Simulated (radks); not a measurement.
# He⁺ in 1s0.5 2s0.5: an all-electron calculation

What are the levels of the helium ion He+, how large are its shells, and how does its energy divide?

Program: radks (a radial shooting solver on a logarithmic mesh, Libxc functionals) version 1. Level of theory: non-relativistic Kohn-Sham, exchange-only r2SCAN, spin-unpolarised, spherical densities, point nucleus. These are calculated values, not measurements, unless marked.

## Step 1: The atom as given

```
element       : helium (Z = 2)
charge        : +1
electrons     : 1
configuration : 1s0.5 2s0.5
```

## Step 2: The calculation

The run's settings:

```text
Z 2
configuration 1s0.5 2s0.5
relativity non-relativistic
functional r2scan,
spin unpolarised
nucleus point
```

Q: Predict the outcome of this run.

**Answer**, as computed:

| quantity | value |
| --- | --- |
| total energy | -1.20729 hartree |
| exchange-correlation share of it | 20.35 % |
| −T/E | 1.0000 |
| highest occupied level | 2s, -8.195 eV |
| most extended occupied level | 2s, <r> = 3.43 bohr |
| radius at density 0.001 e/bohr³ | 3.48 bohr |
| maxima of the radial density | 2 |

What this shows: The radial density shows 2 maxima for 2 occupied principal shells. −T/E = 1.0000, near the virial value of 1. This is not the tabulated ground configuration, so its levels and sizes aren't those of the ground state, and no measured value stands beside it.
